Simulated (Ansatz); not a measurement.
# SiNi2 (Pnma) in Ansatz: notebook, part 2 of 2

Ansatz 0.2.0. The steps go on from the part before.

## (4) Single point, PBE, collinear spin, ferromagnetic start

Contents of input.yaml:

```yaml
crystal:
  lattice:
    - [4.99, 0.0, 0.0]
    - [0.0, 3.72, 0.0]
    - [0.0, 0.0, 7.03]
  atoms:
    - { symbol: Ni, position: [0.325, 0.75, 0.937], spin: 1.0 }
    - { symbol: Ni, position: [0.675, 0.25, 0.063], spin: 1.0 }
    - { symbol: Ni, position: [0.175, 0.25, 0.437], spin: 1.0 }
    - { symbol: Ni, position: [0.825, 0.75, 0.563], spin: 1.0 }
    - { symbol: Ni, position: [0.458, 0.75, 0.297], spin: 1.0 }
    - { symbol: Ni, position: [0.542, 0.25, 0.703], spin: 1.0 }
    - { symbol: Ni, position: [0.042, 0.25, 0.797], spin: 1.0 }
    - { symbol: Ni, position: [0.958, 0.75, 0.203], spin: 1.0 }
    - { symbol: Si, position: [0.786, 0.75, 0.886] }
    - { symbol: Si, position: [0.214, 0.25, 0.114] }
    - { symbol: Si, position: [0.714, 0.25, 0.386] }
    - { symbol: Si, position: [0.286, 0.75, 0.614] }
hamiltonian:
  xc: pbe
  pseudopotentials: { kind: paw }
magnetization:
  spin_polarized: true
kpoints:
  mp_grid: { grid: [6, 7, 4] }
scf:
  occupations: { method: gaussian, width: 0.012 }
output:
  forces: true
  stress: true
  eigenvalues: true
```

Command:

```console
> ansatz run input.yaml --threads 4 --pin off --max-ram 11264MiB --backend cpu --events-out ev --progress --plain --runs-dir out
```

Wall time 50 s (4 threads of Arm Neoverse V1, shared host); peak memory 1.2 GiB.

It converged, with:

* Free energy: -49267.5134 eV
* Pressure: 3.4 GPa
* Largest force: 0.356 eV/Å
* Band gap on the k mesh: none (metal or under the smearing width)
* Net moment: 0.15 μB per cell
* Absolute moment: 0.15 μB per cell

Forces on the atoms (eV/Å):
```
Ni   0.272  0.000  0.229
Ni  -0.272  0.000 -0.229
Ni  -0.272  0.000  0.229
Ni   0.272  0.000 -0.229
Ni   0.093  0.000 -0.213
Ni  -0.093  0.000  0.213
Ni  -0.093  0.000 -0.213
Ni   0.093  0.000  0.213
Si  -0.026  0.000  0.067
Si   0.026  0.000 -0.067
Si   0.026  0.000  0.067
Si  -0.026  0.000 -0.067
```

Stress tensor (GPa, compression positive):
```
2.84 0.00 0.00
0.00 3.39 0.00
0.00 0.00 3.87
```

Levels at points of the mesh, in eV from the Fermi level:
Spin up:
| k point | band 76 | band 77 | band 78 | band 79 | band 80 | band 81 | band 82 | band 83 | band 84 | band 85 |
| --- | --- | --- | --- | --- | --- | --- | --- | --- | --- | --- |
| (0.00, 0.00, 0.00) | -1.10 | -0.99 | -0.95 | -0.64 | -0.25 | 0.71 | 0.89 | 1.98 | 2.22 | 2.51 |
| (0.00, 0.00, -0.50) | -1.08 | -1.07 | -1.07 | -0.42 | -0.42 | 0.20 | 0.20 | 1.39 | 1.39 | 3.05 |
| (-0.50, 0.00, 0.00) | -1.07 | -0.96 | -0.96 | 1.20 | 1.20 | 1.98 | 1.98 | 2.65 | 2.65 | 3.27 |
| (-0.50, 0.00, -0.50) | -0.98 | -0.59 | -0.59 | 0.28 | 0.28 | 1.82 | 1.82 | 1.90 | 1.90 | 2.32 |
Spin down:
```csv
k point,band 76,band 77,band 78,band 79,band 80,band 81,band 82,band 83,band 84,band 85
"(0.00, 0.00, 0.00)",-1.08,-0.98,-0.93,-0.62,-0.21,0.72,0.91,1.99,2.23,2.52
"(0.00, 0.00, -0.50)",-1.07,-1.05,-1.05,-0.39,-0.39,0.21,0.21,1.40,1.40,3.05
"(-0.50, 0.00, 0.00)",-1.05,-0.95,-0.95,1.21,1.21,1.99,1.99,2.66,2.66,3.28
"(-0.50, 0.00, -0.50)",-0.96,-0.57,-0.57,0.29,0.29,1.83,1.83,1.91,1.91,2.33
```

Caveat: the starting moments weren't kept.

## (5) Single point, PBE, collinear spin, ferromagnetic start

input.yaml: that of step 4 with these lines changed.

```diff
@@ -26,3 +26,3 @@
 scf:
-  occupations: { method: gaussian, width: 0.012 }
+  occupations: { method: gaussian, width: 0.013 }
 output:
@@ -31 +31,5 @@
   eigenvalues: true
+  write_density: true
+  write_potential: true
+  elf: true
+  volumetric_format: npy
```

Potentials or basis: Ansatz PAW.

Command:

```console
> ansatz run input.yaml --threads 4 --pin off --max-ram 11264MiB --backend cpu --events-out ev --progress --plain --runs-dir out
```

Log:

```text
Warning: RAYON_NUM_THREADS=4 ignored (pool sized by the plan → 4); use --threads N
[... 94 lines left out ...]
  k-point 2 ↑: bands = ["-86.2852", "-86.2852", "-86.2813", "-86.2813", "-86.1388", "-86.1388", "-86.1321", "-86.1321", "-46.7629", "-46.7629", "-46.7577", "-46.7577", "-46.7066", "-46.7066", "-46.6824", "-46.6824", "-46.6619", "-46.6619", "-46.6379", "-46.6379", "-46.6100", "-46.6100", "-46.6058", "-46.6058", "-46.5571", "-46.5571", "-46.5142", "-46.5142", "-46.5021", "-46.5021", "-46.4735", "-46.4735", "5.2962", "5.2962", "8.9191", "8.9191", "10.9444", "10.9444", "11.6848", "11.6848", "12.5347", "12.5347", "12.7636", "12.7636", "13.3134", "13.3134", "13.4523", "13.4523", "13.7005", "13.7005", "13.8032", "13.8032", "14.3285", "14.3285", "14.5151", "14.5151", "14.7887", "14.7887", "15.0713", "15.0713", "15.1056", "15.1056", "15.3215", "15.3215", "15.4728", "15.4728", "15.6013", "15.6013", "15.7527", "15.7527", "15.8731", "15.8731", "16.1991", "16.1991", "16.2297", "16.2297", "16.2454", "16.2454", "16.8961", "16.8961", "17.5145", "17.5145", "18.7015", "18.7015", "20.3582", "20.3582", "21.2966", "21.2966", "21.8424", "21.8424", "23.3203", "23.3203", "23.8883", "23.8883", "24.4885", "24.4885", "24.7740", "24.7740", "24.8401", "24.8401", "26.2176"]
  k-point 47 ↓: bands = ["-86.2706", "-86.2706", "-86.2698", "-86.2698", "-86.1140", "-86.1140", "-86.1140", "-86.1140", "-46.7492", "-46.7492", "-46.7476", "-46.7476", "-46.6862", "-46.6862", "-46.6840", "-46.6840", "-46.6420", "-46.6420", "-46.6412", "-46.6412", "-46.5846", "-46.5846", "-46.5822", "-46.5822", "-46.5101", "-46.5101", "-46.5097", "-46.5097", "-46.4683", "-46.4683", "-46.4679", "-46.4679", "7.8326", "7.8326", "8.0741", "8.0741", "10.2254", "10.2254", "10.3871", "10.3871", "12.7006", "12.7006", "12.8952", "12.8952", "13.2996", "13.2996", "13.3266", "13.3266", "13.8410", "13.8410", "13.9957", "13.9957", "14.2961", "14.2961", "14.3203", "14.3203", "14.6286", "14.6286", "14.7765", "14.7765", "15.1033", "15.1033", "15.1602", "15.1602", "15.3614", "15.3614", "15.4652", "15.4652", "15.5768", "15.5768", "15.6323", "15.6323", "15.8326", "15.8326", "15.9221", "15.9221", "16.6118", "16.6118", "16.6277", "16.6277", "17.6513", "17.6513", "17.9451", "17.9451", "19.9966", "19.9966", "20.0680", "20.0680", "22.2948", "22.2948", "22.7889", "22.7889", "24.1605", "24.1605", "24.2923", "24.2923", "26.8433", "26.8433", "27.4403", "27.4403", "27.7596"]
```

rho_z.tsv:

```text
# z_ang	rho[e/angstrom^3]	rho_spin[e/angstrom^3]
# format = ansatz-planar-average/11
# lattice	4.990000000	0.000000000	0.000000000
# lattice	0.000000000	3.720000000	0.000000000
# lattice	0.000000000	0.000000000	7.030000000
# sites	12
# site	28	1.621750000	2.790000000	6.587110000
# site	28	3.368250000	0.930000000	0.442890000
# site	28	0.873250000	0.930000000	3.072110000
# site	28	4.116750000	2.790000000	3.957890000
# site	28	2.285420000	2.790000000	2.087910000
# site	28	2.704580000	0.930000000	4.942090000
# site	28	0.209580000	0.930000000	5.602910000
# site	28	4.780420000	2.790000000	1.427090000
# site	14	3.922140000	2.790000000	6.228580000
# site	14	1.067860000	0.930000000	0.801420000
# site	14	3.562860000	0.930000000	2.713580000
# site	14	1.427140000	2.790000000	4.316420000
0.000000	9.036097e-1	6.013620e-4
0.146458	1.054556e0	7.073598e-4
0.292917	1.383251e0	9.425490e-4
0.439375	1.561052e0	1.077655e-3
0.585833	1.368069e0	9.405436e-4
0.732292	9.920804e-1	6.799981e-4
[... 40 lines left out ...]
6.737083	1.383251e0	9.425490e-4
6.883542	1.054556e0	7.073598e-4
```

Wall time 57 s (4 threads of Arm Neoverse V1, shared host); peak memory 1.2 GiB.

Results:

* Free energy: -49267.5135 eV
* Pressure: 3.4 GPa
* Largest force: 0.355 eV/Å
* Band gap on the k mesh: none (metal or under the smearing width)
* Net moment: 0.14 μB per cell
* Absolute moment: 0.14 μB per cell

Forces on the atoms (eV/Å):
```
Ni   0.272  0.000  0.229
Ni  -0.272  0.000 -0.229
Ni  -0.272  0.000  0.229
Ni   0.272  0.000 -0.229
Ni   0.093  0.000 -0.213
Ni  -0.093  0.000  0.213
Ni  -0.093  0.000 -0.213
Ni   0.093  0.000  0.213
Si  -0.026  0.000  0.067
Si   0.026  0.000 -0.067
Si   0.026  0.000  0.067
Si  -0.026  0.000 -0.067
```

Caveat: the starting moments weren't kept.

## (6) Overview

| task | level | cell | k mesh | smearing | gap on the mesh (eV) | pressure (GPa) | moment (μB) | largest force (eV/Å) |
| --- | --- | --- | --- | --- | --- | --- | --- | --- |
| relaxation of the atoms | PBE | atoms relaxed | 5 × 5 × 3 | fermi-dirac 0.05 eV | none | 3.2 | 0.00 | - |
| relaxation of cell and atoms | LDA | relaxed | 6 × 7 × 4 | fermi-dirac 0.05 eV | none | 0.0 | 0.00 | - |
| single point | PBE | as given | 6 × 7 × 4 | gaussian 0.012 eV | none | 3.4 | 0.15 | 0.36 |
| single point | PBE | as given | 6 × 7 × 4 | gaussian 0.013 eV | none | 3.4 | 0.14 | 0.36 |

Alike in all rows: potentials or basis Ansatz PAW; spin collinear, ferromagnetic start; cutoff (eV) 420.

Caveats: the starting moments weren't kept; the thresholds are loose for stress (some runs); the plane-wave basis is chosen anew once the cell has moved, so the energies of steps on either side of that aren't comparable (some runs); the PAW data sets come from PBE, with cores solved anew for the run's functional, which leaves a small shift of forces and pressure (some runs).

Total energies depend on the potentials used, so only differences within one code and one set of settings carry meaning.
